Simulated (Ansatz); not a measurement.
# CH5FO2Si: small, medium and large basis sets

One table from this session's results is given with a row withheld; the runs are named, their logs left out.

Program: Ansatz 0.2.0, Gaussian basis. Level of theory: one geometry, several basis sets. These are calculated values, not measurements.

Levels to be run: PBE0-D4/def2-SVP; ωB97M-V/def2-SVP; PBE0-D4/def2-QZVPP; ωB97M-V/def2-QZVPP; the functionals' def2-TZVPP values are taken from earlier runs.

### The geometry

An earlier PBE0-D4 in a triple-zeta def2 set relaxation fixed the geometry.

10 atoms, charge 0, spin multiplicity 1.

Atoms are counted from 1 here; the program's logs count them from 0.

Bond lengths: C1–O2 1.412 Å, C1–H6 1.095 Å, C1–H7 1.094 Å, C1–H8 1.091 Å, O2–Si3 1.623 Å, Si3–O4 1.619 Å, Si3–F5 1.595 Å, Si3–H9 1.471 Å, O4–H10 0.958 Å. Angles: O2–C1–H6 111.2°, O2–C1–H7 111.3°, O2–C1–H8 108.1°, H6–C1–H7 108.9°, H6–C1–H8 108.5°, H7–C1–H8 108.8°, C1–O2–Si3 125.5°, O2–Si3–O4 108.8°, O2–Si3–F5 107.9°, O2–Si3–H9 114.0°, O4–Si3–F5 111.4°, O4–Si3–H9 108.0°, F5–Si3–H9 106.8°, Si3–O4–H10 118.6°.

The first run:

File in.yaml:

```yaml
crystal:
  periodic: [false, false, false]
  atoms:
    - {symbol: C, position_ang: [-1.550653, 0.308928, -0.318848]}
    - {symbol: O, position_ang: [-0.455687, -0.500485, 0.056691]}
    - {symbol: Si, position_ang: [1.106947, -0.069829, -0.026500]}
    - {symbol: O, position_ang: [1.998650, -1.188945, 0.731432]}
    - {symbol: F, position_ang: [1.258949, 1.360106, 0.664184]}
    - {symbol: H, position_ang: [-1.539491, 0.516648, -1.393830]}
    - {symbol: H, position_ang: [-1.548296, 1.258014, 0.224916]}
    - {symbol: H, position_ang: [-2.467757, -0.230985, -0.080373]}
    - {symbol: H, position_ang: [1.617108, 0.064998, -1.399175]}
    - {symbol: H, position_ang: [1.663330, -1.569648, 1.544602]}
basis:
  gaussian: {orbitals: def2-SVP}
hamiltonian: {xc: pbe0, dispersion: d4}
output: {orbitals: {seedname: orbitals}}
```

Steps of the session up to this table: PBE0-D4 in def2-SVP; ωB97M-V in def2-SVP; PBE0-D4 in def2-QZVPP; ωB97M-V in def2-QZVPP.

One of the session's tables, all rows but one given; the rest of the session is left out.

```
functional       basis  HOMO (eV)  LUMO (eV)
   PBE0-D4    def2-SVP      -8.58       1.58
   PBE0-D4  def2-TZVPP      -8.73       0.87
   PBE0-D4  def2-QZVPP          ?          ?
   ωB97M-V    def2-SVP     -10.98       3.30
   ωB97M-V  def2-TZVPP     -11.15       2.37
   ωB97M-V  def2-QZVPP     -11.19       1.73
```

Estimate the missing values for PBE0-D4, def2-QZVPP.

As computed: HOMO (eV): -8.77; LUMO (eV): 0.50. In the column «HOMO (eV)» it lies between ωB97M-V, def2-SVP (-10.98) and PBE0-D4, def2-TZVPP (-8.73).
